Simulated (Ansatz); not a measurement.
## TaWC2 under changes of volume

One of the cells (10.916 Å³/atom); the others are scaled copies at fixed shape and fractional positions:

```
CELL_PARAMETERS angstrom
1.57186 0.90751 5.10162
-1.57186 0.90751 5.10162
0.00000 -1.81502 5.10162
ATOMIC_POSITIONS crystal
W 0.00000 0.00000 0.00000
Ta 0.50000 0.50000 0.50000
C 0.25093 0.25093 0.25093
C 0.74907 0.74907 0.74907
```

The cell comes from a database or a generator and needn't be the stable form of this composition.

| Item | Value |
| --- | --- |
| Program | Ansatz 0.2.0 |
| Functional | r2SCAN |
| Potentials or basis | Ansatz PAW |
| Cutoff | 500 eV (not typed: the program's choice for these potentials) |
| k mesh | 10 × 10 × 10 |
| Occupations | fermi-dirac, width 0.05 eV |
| Spin | no spin polarisation |

```csv
volume (Å³/atom),energy over the lowest point (meV/atom),pressure (GPa),largest force (eV/Å)
10.261,24.66,17.7,0.012
10.479,6.68,8.9,0.006
10.698,0.00,1.1,0.001
10.916,3.47,-6.0,0.005
11.134,?,?,?
11.353,36.89,-18.1,0.017
11.571,65.08,-23.2,0.023
```

Task: What does the run at 11.134 Å³/atom give?

Result: Energy over the lowest point 16.08 meV/atom; pressure -12.3 GPa; largest force 0.011 eV/Å.

Worked out: A Birch-Murnaghan fit of order 3 (a polynomial in V^(-2/3)) to the other rows has its minimum at 10.73 Å³/atom with B0 = V·E''(V) = 360 GPa and B' = 4.2 at fixed shape and positions, which overstates the stiffness. It gives 16.03 meV/atom at 11.134 Å³/atom, against the run's 16.08, and -dE/dV = -12.4 GPa, against -12.3.

Energies are extrapolated to zero smearing.

Caveats: the PAW data sets come from PBE, with cores solved anew for the run's functional, which leaves a small shift of forces and pressure.
